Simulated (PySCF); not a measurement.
# One shape, several levels: Si2H6O2 (SMILES O[SiH2][SiH2]O)

Aim: a comparison of 6 runs (HF/STO-3G, HF/3-21G, M06-2X/3-21G, B3LYP/6-31G*, B3LYP/6-311G**, M06-2X/cc-pVTZ) of Si2H6O2. 

Program for the calculation: PySCF 2.14.0.

1 further run of the same task is left out (set aside as unsound or not needed).

### 1 Starting point

Si2H6O2 has 10 atoms, charge 0, and is taken as a singlet. SMILES: `O[SiH2][SiH2]O`. The coordinates come from a PBE0-D4/def2-TZVP relaxation. This is one conformer, not always the lowest.

Bond lengths: O1–Si2 1.666 Å, Si2–Si3 2.355 Å, Si3–O4 1.652 Å, O1–H5 0.958 Å, Si2–H6 1.492 Å, Si2–H7 1.492 Å, Si3–H8 1.489 Å, Si3–H9 1.488 Å, O4–H10 0.962 Å. Some angles: O1–Si2–Si3 99.0°, Si2–Si3–O4 104.4°, O1–Si2–H6 110.9°, O1–Si2–H7 110.7°, Si3–Si2–H6 114.8°, Si3–Si2–H7 114.6°, Si2–O1–H5 118.7°, Si2–Si3–H8 112.0°, Si2–Si3–H9 112.5°, O4–Si3–H8 110.6°.

### 2 Energy and gradient at HF/STO-3G (run 1)

The input, start.xyz:

```xyz
10

O     -1.158200     0.253600    -1.266100
Si    -0.972100     0.423300     0.381200
Si     1.219100    -0.412800     0.593400
O      1.705400    -0.693400    -0.960300
H     -1.981400     0.534700    -1.668000
H     -2.011900    -0.352900     1.116800
H     -1.135200     1.849600     0.786600
H      1.260800    -1.669100     1.391200
H      2.138000     0.558800     1.245000
H      1.018700    -0.543100    -1.616900
```

The input, input.py:

```python
import pyscf.grad
from pyscf import gto, scf

mol = gto.M(
    atom='start.xyz',
    verbose=3,
    spin=0,
    max_memory=1860,
    basis='sto-3g',
)

mf = scf.RHF(mol)
mf.conv_tol = 1e-10
mf.kernel()
if not mf.converged:
    mf = mf.newton().run(mf.mo_coeff, mf.mo_occ)

etot = mf.e_tot
print(f'total energy: {etot:.8f} hartree')
grad = mf.Gradients().kernel()
dip = mf.dip_moment()
pop, q = mf.mulliken_pop()
```

Command:

```console
$ OMP_NUM_THREADS=1 python input.py
```

Log:

```text
converged SCF energy = -722.395607444198
total energy: -722.39560744 hartree
[... 8 lines left out ...]
Dipole moment(X, Y, Z, Debye): -2.12271,  0.85563,  0.84295
[... 45 lines left out ...]
charge of    9H =      0.18623
```

Run time: 3.6 s. Hardware: 1 thread of Intel Xeon at 2.70GHz, shared host; peak memory 0.12 GiB.

### 3 Energy and forces at HF/3-21G (run 2)

The input, input.py:

```python
# O[SiH2][SiH2]O
import pyscf.grad
from pyscf import gto, scf

system = gto.Mole()
system.atom = [
    ('O', (-1.158200, 0.253600, -1.266100)),
    ('Si', (-0.972100, 0.423300, 0.381200)),
    ('Si', (1.219100, -0.412800, 0.593400)),
    ('O', (1.705400, -0.693400, -0.960300)),
    ('H', (-1.981400, 0.534700, -1.668000)),
    ('H', (-2.011900, -0.352900, 1.116800)),
    ('H', (-1.135200, 1.849600, 0.786600)),
    ('H', (1.260800, -1.669100, 1.391200)),
    ('H', (2.138000, 0.558800, 1.245000)),
    ('H', (1.018700, -0.543100, -1.616900)),
]
system.max_memory = 1860
system.verbose = 4
system.basis = '3-21g'
system.charge = 0
system.build()

mf = scf.RHF(system)
mf.conv_tol = 1e-10
mf.kernel()
if not mf.converged:
    mf = mf.newton().run(mf.mo_coeff, mf.mo_occ)

etot = mf.e_tot
print('Final energy', etot)
grad = mf.Gradients().kernel()
mf.analyze()
```

Command:

```console
$ OMP_NUM_THREADS=1 python input.py
```

Log:

```text
PySCF version 2.14.0

[... 86 lines left out ...]
MO #1   energy= -68.3284356639759  occ= 2
[... 10 lines left out ...]
MO #12  energy= -4.22475064409354  occ= 2
[... 10 lines left out ...]
MO #23  energy= -0.456356885471866 occ= 2
[... 10 lines left out ...]
MO #34  energy= 0.374529014759864  occ= 0
[... 10 lines left out ...]
MO #45  energy= 1.33541318710256   occ= 0
[... 10 lines left out ...]
MO #56  energy= 3.18832125260888   occ= 0
[... 69 lines left out ...]
Dipole moment(X, Y, Z, Debye): -3.35720,  1.25681,  0.36732
```

Wall time 2.5 s (1 thread of Intel Xeon at 2.70GHz, shared host); peak memory 0.13 GiB.

### 4 Energy and forces at M06-2X/3-21G (run 3)

The input, geometry.xyz:

```xyz
10

O     -1.158200     0.253600    -1.266100
Si    -0.972100     0.423300     0.381200
Si     1.219100    -0.412800     0.593400
O      1.705400    -0.693400    -0.960300
H     -1.981400     0.534700    -1.668000
H     -2.011900    -0.352900     1.116800
H     -1.135200     1.849600     0.786600
H      1.260800    -1.669100     1.391200
H      2.138000     0.558800     1.245000
H      1.018700    -0.543100    -1.616900
```

The input, run.py:

```python
import pyscf.grad
from pyscf import gto, dft

mol = gto.Mole()
mol.atom = 'geometry.xyz'
mol.max_memory = 1860
mol.charge = 0
mol.verbose = 4
mol.basis = '3-21g'
mol.build()

calc0 = dft.RKS(mol, xc='m06-2x')
calc0.grids.level = 5
calc0.conv_tol = 1e-10
calc0.kernel()
if not calc0.converged:
    calc0 = calc0.newton().run(calc0.mo_coeff, calc0.mo_occ)

energy = calc0.e_tot
print(f'total energy: {energy:.8f} hartree')
grad = calc0.Gradients().kernel()
dip = calc0.dip_moment()
pop, q = calc0.mulliken_pop()
```

Command:

```console
$ OMP_NUM_THREADS=1 python run.py
```

Log:

```text
PySCF version 2.14.0

[... 79 lines left out ...]
converged SCF energy = -729.014053785979
total energy: -729.01405379 hartree
[... 12 lines left out ...]
Dipole moment(X, Y, Z, Debye): -3.14367,  1.15087,  0.07255
[... 67 lines left out ...]
charge of    9H =      0.39577
```

It took 33 s on 1 thread of Intel Xeon at 2.70GHz, shared host; peak memory 0.58 GiB.

Runs 4 to 5 aren't shown in full; the table further down has their settings and results.

### 5 Energy and gradient at M06-2X/cc-pVTZ (run 6)

The input, input.py:

```python
# O[SiH2][SiH2]O
import pyscf.grad
from pyscf import gto, dft

mol = gto.Mole()
mol.atom = '''
O   -1.158200   0.253600  -1.266100
Si  -0.972100   0.423300   0.381200
Si   1.219100  -0.412800   0.593400
O    1.705400  -0.693400  -0.960300
H   -1.981400   0.534700  -1.668000
H   -2.011900  -0.352900   1.116800
H   -1.135200   1.849600   0.786600
H    1.260800  -1.669100   1.391200
H    2.138000   0.558800   1.245000
H    1.018700  -0.543100  -1.616900
'''
mol.verbose = 3
mol.max_memory = 1860
mol.spin = 0
mol.basis = 'cc-pvtz'
mol.build()

calc0 = dft.RKS(mol)
calc0.xc = 'm06-2x'
calc0.conv_tol = 1e-10
calc0.grids.level = 5
calc0.kernel()
if not calc0.converged:
    calc0 = calc0.newton().run(calc0.mo_coeff, calc0.mo_occ)

etot = calc0.e_tot
print('E = %.10f Eh' % etot)
grad = calc0.Gradients().kernel()
dip = calc0.dip_moment()
pop, q = calc0.mulliken_pop()
```

Command:

```console
$ OMP_NUM_THREADS=1 python input.py
```

Log:

```text
converged SCF energy = -733.101450320599
[... 9 lines left out ...]
Dipole moment(X, Y, Z, Debye): -2.44405,  0.86487, -0.19079
[... 223 lines left out ...]
charge of    9H =      0.26511
```

Wall time 7.9 min (1 thread of Intel Xeon at 2.70GHz, shared host); peak memory 1.8 GiB.

### 6 All runs side by side

```
run                               level  integration grid  Cartesian functions  energy (Eh)  dipole moment (D)  HOMO energy (eV)  LUMO energy (eV)  wall time
  1                           HF/STO-3G                 –                   no  -722.395607               2.44             -8.03             10.48      3.6 s
  2                            HF/3-21G                 –                   no  -727.221190               3.60            -10.73              3.10      2.5 s
  3                        M06-2X/3-21G                 5                   no  -729.014054               3.35             -8.88              0.65       33 s
  4  B3LYP/6-31G* (Cartesian functions)                 5                  yes  -733.098398               2.80             -7.56             -0.70       53 s
  5                      B3LYP/6-311G**                 5                   no  -733.214341               2.83             -7.74             -0.98       75 s
  6                      M06-2X/cc-pVTZ                 5                   no  -733.101450               2.60             -8.99              0.11    7.9 min
```

### 7 What came out

| quantity | value |
| --- | --- |
| run 6: total energy | -733.10145 Eh |
| run 6: dipole moment | 2.60 D |
| run 6: HOMO energy | -8.99 eV |
| run 6: LUMO energy | 0.11 eV |
| run 6: HOMO–LUMO gap | 9.11 eV |
| run 6: largest force on an atom | 0.344 eV/Å |

The dipole moment (its size) runs from 2.44 D (HF/STO-3G) to 3.60 D (HF/3-21G). The HOMO–LUMO gap runs from 6.76 eV (B3LYP/6-311G**) to 18.51 eV (HF/STO-3G). The two ends differ in method and basis. Totals of different functionals can't be ranked against each other. In run 1 the basis is minimal, so the values are rough. All runs together took 11 min, the longest 7.9 min.
